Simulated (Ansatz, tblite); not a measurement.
# C8H7F13O3Si: one state, many levels

An exercise on one series of results from a longer session: the logs are not shown, and one member is left open.

Method: as each input shows; program: Ansatz 0.2.0, Gaussian basis.

The runs, in order: GFN1-xTB, GFN2-xTB, PBE-D4/def2-TZVP, r2SCAN-D4/def2-TZVP, B2PLYP/def2-TZVP, HSE06-D4/def2-TZVP, BLYP-D4/def2-TZVP, LC-ωPBE(0.10)/def2-SVP, LC-ωPBE(0.15)/def2-SVP, LC-ωPBE(0.20)/def2-SVP, LC-ωPBE(0.30)/def2-SVP, PBE-D4/def2-SVP, PBE0-D4/def2-SVP, HF/STO-3G, HF/6-31G, B3LYP-D4/6-31G, MP2/def2-SVP, RPA/def2-SVP.

## The structure

The singlet was relaxed beforehand with PBE-D4/def2-SVP.

SMILES `O[Si](O)(O)CCC(F)(F)C(F)(F)C(F)(F)C(F)(F)C(F)(F)C(F)(F)F`, 32 atoms, charge 0, spin multiplicity 1.

Bond lengths: O1–Si2 1.675 Å, O1–H26 0.973 Å, Si2–O3 1.668 Å, Si2–O4 1.676 Å, Si2–C5 1.889 Å, O3–H27 0.972 Å, O4–H28 0.974 Å, C5–C6 1.535 Å, C5–H29 1.110 Å, C5–H30 1.109 Å, C6–C7 1.523 Å, C6–H31 1.110 Å, C6–H32 1.110 Å, C7–F8 1.368 Å, C7–F9 1.377 Å, C7–C10 1.557 Å, C10–F11 1.351 Å, C10–F12 1.376 Å and more. Angles: Si2–O1–H26 114.7°, O1–Si2–O3 112.5°, O1–Si2–O4 107.6°, O1–Si2–C5 113.4°, O3–Si2–O4 107.4°, O3–Si2–C5 103.3°, O4–Si2–C5 112.4°, Si2–O3–H27 114.5°, Si2–O4–H28 112.3°, Si2–C5–C6 117.6°, Si2–C5–H29 104.4°, Si2–C5–H30 109.6°, C6–C5–H29 107.6°, C6–C5–H30 111.4°, H29–C5–H30 105.4°, C5–C6–C7 118.6°, C5–C6–H31 111.5°, C5–C6–H32 110.0° and more.

PBE0-D4/def2-TZVP was run before; its log isn't repeated, and its numbers join the tables.

Set-up of the first run:

Tight binding, by tblite at 300 K electronic temperature and without a spin-polarisation term:

```python
tblite.interface.Calculator('GFN1-xTB', numbers, positions, charge=0, uhf=0).singlepoint()
```

Tight binding, by tblite at 300 K electronic temperature and without a spin-polarisation term:

```python
tblite.interface.Calculator('GFN2-xTB', numbers, positions, charge=0, uhf=0).singlepoint()
```

start.molden holds the orbitals of an earlier run on this state, given as this run's starting guess.

Input file in.yaml:

```yaml
crystal:
  periodic: [false, false, false]
  atoms:
    - {symbol: O, position_ang: [-2.777306, 1.365777, 0.967468]}
    - {symbol: Si, position_ang: [-3.481473, 1.035738, -0.516396]}
    - {symbol: O, position_ang: [-5.141454, 0.908116, -0.420043]}
    - {symbol: O, position_ang: [-3.135342, 2.317744, -1.538590]}
    - {symbol: C, position_ang: [-2.957913, -0.626779, -1.243484]}
    - {symbol: C, position_ang: [-1.616657, -0.686936, -1.986999]}
    - {symbol: C, position_ang: [-0.356496, -0.252835, -1.250998]}
    - {symbol: F, position_ang: [0.696907, -0.324329, -2.121193]}
    - {symbol: F, position_ang: [-0.452090, 1.056066, -0.834772]}
    - {symbol: C, position_ang: [0.030133, -1.106301, -0.006895]}
    - {symbol: F, position_ang: [0.255544, -2.375899, -0.409932]}
    - {symbol: F, position_ang: [-1.035912, -1.124034, 0.862775]}
    - {symbol: C, position_ang: [1.236975, -0.630329, 0.883091]}
    - {symbol: F, position_ang: [0.878374, 0.526850, 1.491983]}
    - {symbol: F, position_ang: [1.393977, -1.592467, 1.828607]}
    - {symbol: C, position_ang: [2.606702, -0.408343, 0.170625]}
    - {symbol: F, position_ang: [2.557981, 0.758555, -0.511129]}
    - {symbol: F, position_ang: [2.818248, -1.430110, -0.695560]}
    - {symbol: C, position_ang: [3.873350, -0.368766, 1.101426]}
    - {symbol: F, position_ang: [4.074841, -1.598075, 1.625909]}
    - {symbol: F, position_ang: [4.915887, -0.061140, 0.290170]}
    - {symbol: C, position_ang: [3.875597, 0.666090, 2.268783]}
    - {symbol: F, position_ang: [5.107248, 0.716307, 2.797353]}
    - {symbol: F, position_ang: [3.011085, 0.298792, 3.228257]}
    - {symbol: F, position_ang: [3.544057, 1.886307, 1.819451]}
    - {symbol: H, position_ang: [-2.239115, 0.642010, 1.331738]}
    - {symbol: H, position_ang: [-5.589518, 1.707585, -0.094717]}
    - {symbol: H, position_ang: [-2.260086, 2.706839, -1.361077]}
    - {symbol: H, position_ang: [-3.757917, -0.872187, -1.973408]}
    - {symbol: H, position_ang: [-3.022967, -1.410474, -0.462070]}
    - {symbol: H, position_ang: [-1.409763, -1.707887, -2.369146]}
    - {symbol: H, position_ang: [-1.642908, -0.015905, -2.871246]}
basis:
  gaussian: {orbitals: def2-TZVP, fitting: {mean_field: def2-universal-jkfit}, initial_orbitals: start.molden}
hamiltonian: {xc: pbe, dispersion: d4}
scf: {omitted_lower_state_checks: [starts]}
output: {forces: true, orbitals: {seedname: orbitals}}
```

Command:

```bash
ansatz run in.yaml --threads 2 --pin off --events-out ev --progress --plain --max-ram 32768MiB --backend cuda --devices 0, --max-vram 18GiB
```

Steps of the session up to this table: PBE-D4/def2-TZVP; r2SCAN-D4/def2-TZVP; B2PLYP/def2-TZVP; HSE06-D4/def2-TZVP; BLYP-D4/def2-TZVP; LC-ωPBE(0.10)/def2-SVP; LC-ωPBE(0.15)/def2-SVP; LC-ωPBE(0.20)/def2-SVP; LC-ωPBE(0.30)/def2-SVP; PBE-D4/def2-SVP; PBE0-D4/def2-SVP; HF/STO-3G; HF/6-31G; B3LYP-D4/6-31G; MP2/def2-SVP; RPA/def2-SVP.

One table of the session follows, with a row left open; its other results are not shown here.

It belongs to the step «Binding energy». 

| level | binding an atom (eV) |
| --- | --- |
| HF/STO-3G | 2.971 |
| HF/6-31G | 2.460 |
| HF/def2-SVP | ? |
| PBE-D4/def2-SVP | 4.717 |
| PBE-D4/def2-TZVP | 4.602 |
| BLYP-D4/def2-TZVP | 4.422 |
| r2SCAN-D4/def2-TZVP | 4.447 |
| B3LYP-D4/6-31G | 4.022 |
| PBE0-D4/def2-SVP | 4.515 |
| PBE0-D4/def2-TZVP | 4.427 |
| HSE06-D4/def2-TZVP | 4.432 |
| MP2/def2-SVP | 4.355 |

Q: Estimate the row for HF/def2-SVP from the others.

As computed: binding an atom (eV): 3.035. In the column «binding an atom (eV)» it lies between HF/STO-3G (2.971) and B3LYP-D4/6-31G (4.022).

Limits of these values: Free atoms were run apart at each level; binding is atoms less cluster, divided by the number of atoms, without zero-point or spin-orbit terms.
